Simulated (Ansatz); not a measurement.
# Si4H26C5O5: the cost of one run

Method: DFT PBE+D3(BJ), plane waves, PAW, scalar-relativistic, no spin polarisation, in Ansatz 0.2.0.

**1. Starting point**

The cell holds 40 atoms (C5H26O5Si4): a = 8.763 Å, b = 8.763 Å, c = 8.763 Å, α = 90.00°, β = 90.00°, γ = 90.00°.

Its coordinates follow in the input file.

**2. Relaxing the start**

input.yaml

```yaml
crystal:
  lattice:
    - [8.763381, 0.0, 0.0]
    - [0.0, 8.763381, 0.0]
    - [0.0, 0.0, 8.763381]
  atoms:
    - { symbol: Si, position: [0.4234295, 0.5209452, 0.3515627] }
    - { symbol: H, position: [0.5614075, 0.4436729, 0.2913648] }
    - { symbol: H, position: [0.3293716, 0.409574, 0.4374829] }
    - { symbol: H, position: [0.4697616, 0.6469627, 0.4545463] }
    - { symbol: H, position: [0.3331773, 0.583571, 0.2228566] }
    - { symbol: Si, position: [0.698725, 0.255854, 0.6908943] }
    - { symbol: H, position: [0.7982668, 0.39172, 0.6746285] }
    - { symbol: H, position: [0.5457148, 0.3041437, 0.7446408] }
    - { symbol: H, position: [0.6840659, 0.1784199, 0.5411553] }
    - { symbol: H, position: [0.7668524, 0.1491327, 0.8031525] }
    - { symbol: Si, position: [0.8913787, 0.6233035, 0.0449531] }
    - { symbol: H, position: [0.9084334, 0.4875451, -0.0546034] }
    - { symbol: H, position: [0.7281133, 0.6443875, 0.0841013] }
    - { symbol: H, position: [0.9809417, 0.6008694, 0.1867554] }
    - { symbol: H, position: [0.9480264, 0.7604121, -0.0364409] }
    - { symbol: Si, position: [0.8283721, 0.2587103, 0.2588623] }
    - { symbol: H, position: [0.808125, 0.3543142, 0.1207223] }
    - { symbol: H, position: [0.8803115, 0.3556713, 0.3874453] }
    - { symbol: H, position: [0.681059, 0.1858247, 0.2991023] }
    - { symbol: H, position: [0.9439928, 0.1390312, 0.2281794] }
    - { symbol: O, position: [0.1381615, 0.646025, 0.6006641] }
    - { symbol: C, position: [0.0706067, 0.6056619, 0.4858084] }
    - { symbol: H, position: [0.0501684, 0.6837439, 0.3891161] }
    - { symbol: H, position: [0.0259826, 0.488706, 0.4718825] }
    - { symbol: O, position: [0.5558417, 0.9127972, 0.7049233] }
    - { symbol: C, position: [0.6461003, 0.8523499, 0.7920105] }
    - { symbol: H, position: [0.7087539, 0.7474473, 0.7614507] }
    - { symbol: H, position: [0.6703752, 0.8990353, 0.9064444] }
    - { symbol: O, position: [0.1682255, -0.053412, 0.5498392] }
    - { symbol: C, position: [0.2147429, 0.0181617, 0.4398484] }
    - { symbol: H, position: [0.1852352, 0.1391887, 0.4212559] }
    - { symbol: H, position: [0.2890519, -0.0339322, 0.352508] }
    - { symbol: O, position: [0.4631318, -0.1039631, 0.1529089] }
    - { symbol: C, position: [0.4787537, 0.0324809, 0.1300258] }
    - { symbol: H, position: [0.3989267, 0.1178944, 0.1768886] }
    - { symbol: H, position: [0.5736262, 0.0784776, 0.0611241] }
    - { symbol: O, position: [0.331321, 0.3009672, 1.0452212] }
    - { symbol: C, position: [0.3333881, 0.2999364, 0.9060115] }
    - { symbol: H, position: [0.333658, 0.4060588, 0.8381744] }
    - { symbol: H, position: [0.3351088, 0.192821, 0.839775] }
basis:
  ecutwfc: 420.0
kpoints:
  mp_grid: { grid: [1, 1, 1] }
hamiltonian:
  xc: pbe
  dispersion: d3bj
scf:
  occupations: { method: fermi_dirac, width: 0.02 }
  lower_state_search: "off"
relax:
  f_tol: 0.3
  max_steps: 15
  adjacent_minimum: "off"
output:
  write_density: true
  write_potential: true
  elf: true
  volumetric_format: npy
```

Command:

```sh
ansatz run input.yaml --threads 1 --pin off --max-ram 3072MiB --backend cpu --events-out ev --progress --plain --runs-dir out
```

What time and memory should one allow on 1 thread of Arm Neoverse V1, shared host?

About 67 s, with a peak of 0.56 GiB.
